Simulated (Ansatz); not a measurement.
# C₂H₉NSn: how energies converge with the basis set

The task here is to estimate one member of a computed series from the others.

The runs use Ansatz 0.2.0, Gaussian basis; one geometry, several basis sets.

Levels to be run: PBE0-D4/def2-SVP; ωB97M-V/def2-SVP; PBE0-D4/def2-QZVPP; ωB97M-V/def2-QZVPP; the functionals' def2-TZVPP values are taken from earlier runs.

### The relaxed structure

All runs share one geometry, relaxed beforehand with PBE0-D4 in a triple-zeta def2 set. Sn takes the def2 core potential; no spin-orbit term is included.

SMILES `CC[NH][SnH3]`, 13 atoms, charge 0, spin multiplicity 1.

Atoms are counted from 1 here; the program's logs count them from 0.

Bond lengths: C1–C2 1.517 Å, C1–H5 1.093 Å, C1–H6 1.092 Å, C1–H7 1.094 Å, C2–N3 1.454 Å, C2–H8 1.103 Å, C2–H9 1.096 Å, N3–Sn4 2.028 Å, N3–H10 1.013 Å, Sn4–H11 1.705 Å, Sn4–H12 1.706 Å, Sn4–H13 1.718 Å. Angles: C2–C1–H5 111.1°, C2–C1–H6 110.5°, C2–C1–H7 110.7°, H5–C1–H6 108.8°, H5–C1–H7 107.7°, H6–C1–H7 107.9°, C1–C2–N3 111.1°, C1–C2–H8 109.0°, C1–C2–H9 109.0°, N3–C2–H8 113.4°, N3–C2–H9 108.0°, H8–C2–H9 106.0°, C2–N3–Sn4 118.5°, C2–N3–H10 110.5°, Sn4–N3–H10 112.5°, N3–Sn4–H11 106.4°, N3–Sn4–H12 105.8°, N3–Sn4–H13 112.2° and more.

The first run:

in.yaml reads:

```yaml
crystal:
  periodic: [false, false, false]
  atoms:
    - {symbol: C, position_ang: [-0.369706, 2.035593, -0.154222]}
    - {symbol: C, position_ang: [-0.542201, 0.571257, 0.200728]}
    - {symbol: N, position_ang: [0.628924, -0.201672, -0.179671]}
    - {symbol: Sn, position_ang: [0.525503, -2.224585, -0.084099]}
    - {symbol: H, position_ang: [-1.261730, 2.611394, 0.105835]}
    - {symbol: H, position_ang: [-0.176432, 2.149370, -1.222817]}
    - {symbol: H, position_ang: [0.475483, 2.468823, 0.389240]}
    - {symbol: H, position_ang: [-0.792767, 0.488622, 1.271306]}
    - {symbol: H, position_ang: [-1.405141, 0.170729, -0.344286]}
    - {symbol: H, position_ang: [1.458660, 0.166110, 0.269508]}
    - {symbol: H, position_ang: [2.078082, -2.806325, -0.479670]}
    - {symbol: H, position_ang: [-0.651569, -2.685441, -1.229142]}
    - {symbol: H, position_ang: [0.053193, -2.778577, 1.471989]}
basis:
  gaussian: {orbitals: def2-SVP}
hamiltonian: {xc: pbe0, dispersion: d4}
output: {orbitals: {seedname: orbitals}}
```

Launch:

```console
$ ansatz run in.yaml --threads 4 --pin off --events-out ev --progress --plain --max-ram 10444MiB
```

Among the steps run: PBE0-D4 in def2-SVP; ωB97M-V in def2-SVP; PBE0-D4 in def2-QZVPP; ωB97M-V in def2-QZVPP.

One of the session's tables, all rows but one given; the rest of the session is left out.

| functional | basis | HOMO (eV) | LUMO (eV) |
| --- | --- | --- | --- |
| PBE0-D4 | def2-SVP | -6.34 | 0.39 |
| PBE0-D4 | def2-TZVPP | -6.51 | -0.01 |
| PBE0-D4 | def2-QZVPP | -6.54 | -0.13 |
| ωB97M-V | def2-SVP | ? | ? |
| ωB97M-V | def2-TZVPP | -8.83 | 1.37 |
| ωB97M-V | def2-QZVPP | -8.86 | 1.04 |

Q: Estimate the row for ωB97M-V, def2-SVP from the others.

**Answer.** HOMO (eV): -8.64; LUMO (eV): 2.08. In the column «HOMO (eV)» it lies between ωB97M-V, def2-TZVPP (-8.83) and PBE0-D4, def2-QZVPP (-6.54).
